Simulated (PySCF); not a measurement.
# Be₃S⁺: structure of the quartet

The task is one start of a wider search on Be₃S⁺: the quartet, from a trigonal planar start. It is relaxed, tested by its Hessian and followed downhill if it is a saddle.

The runs use PySCF 2.14.0; PBE0, basis S def2-TZVP, Be def2-TZVP, no relativity, density fitting.

### 1 Starting geometry

4 atoms, charge 1, spin multiplicity 4.

Bond lengths: S1–Be2 2.009 Å, S1–Be3 2.009 Å, S1–Be4 2.009 Å. Angles: Be2–S1–Be3 120.0°, Be2–S1–Be4 120.0°, Be3–S1–Be4 120.0°.

```xyz
4
charge 1 multiplicity 4
S     0.0000    0.0000    0.0000
Be    2.0090    0.0000    0.0000
Be   -1.0045    1.7398    0.0000
Be   -1.0045   -1.7398    0.0000
```

### 2 Relaxation: trigonal planar start, quartet

One driver script runs all steps and calls PySCF; scf.py shows how it sets up the SCF of each step. The optimiser is the driver's own. Before each start the driver seeks the lowest SCF state from one or more starting densities and follows internal instabilities, so scf.py alone need not reach the same state.

The program finds D3h symmetry in the start, which this walk keeps.

Contents of scf.py:

```python
from pyscf import gto, scf, dft
mol = gto.M(atom='''
S     -0.000000     0.000000    -0.000000
Be     2.008974     0.000023    -0.000000
Be    -1.004507     1.739811     0.000000
Be    -1.004467    -1.739834    -0.000000''',
    basis={'S': 'def2-TZVP', 'Be': 'def2-TZVP'},
    charge=1, spin=3)
mf = dft.UKS(mol, xc='PBE0')
mf.grids.atom_grid = (50, 194)
aux = {'S': 'def2-universal-JKFIT', 'Be': 'def2-universal-JKFIT'}
mf = mf.density_fit(auxbasis=aux)
mf.kernel()
```

After this run come: Hessian and properties; Leaving the saddle point; Vibrations and properties at this point.

**Question.** What will these runs give? Wanted: minimum; geometry; wavenumbers; dipole moment; highest occupied, lowest empty level; polar-tensor charge of S1; zero-point energy; ⟨S²⟩.

The runs gave:

| quantity | value |
| --- | --- |
| minimum | quartet, C3v |
| geometry | S–Be 2.035 Å (×3); Be–S–Be 108.2° (×3) |
| wavenumbers (cm⁻¹) | 107 (a1), 146 (e), 560 (e), 578 (a1) |
| dipole moment (centre of mass) | 1.12 D |
| highest occupied, lowest empty level (either spin) | -10.81, -7.50 eV |
| polar-tensor charge of S1 | -0.61 e |
| zero-point energy | 12.5 kJ/mol |
| entropy at 298.15 K | 306.4 J/(mol K) |
| ⟨S²⟩ | 3.752 |

The trigonal planar start (D3h) ends in a minimum of C3v symmetry, after a stop at a saddle point 4.8 kJ/mol higher, from which it was pushed off along an imaginary mode. The strongest infrared band lies at 560 cm⁻¹ (e, stretch). Other starts or spin states, not run here, may lie lower.
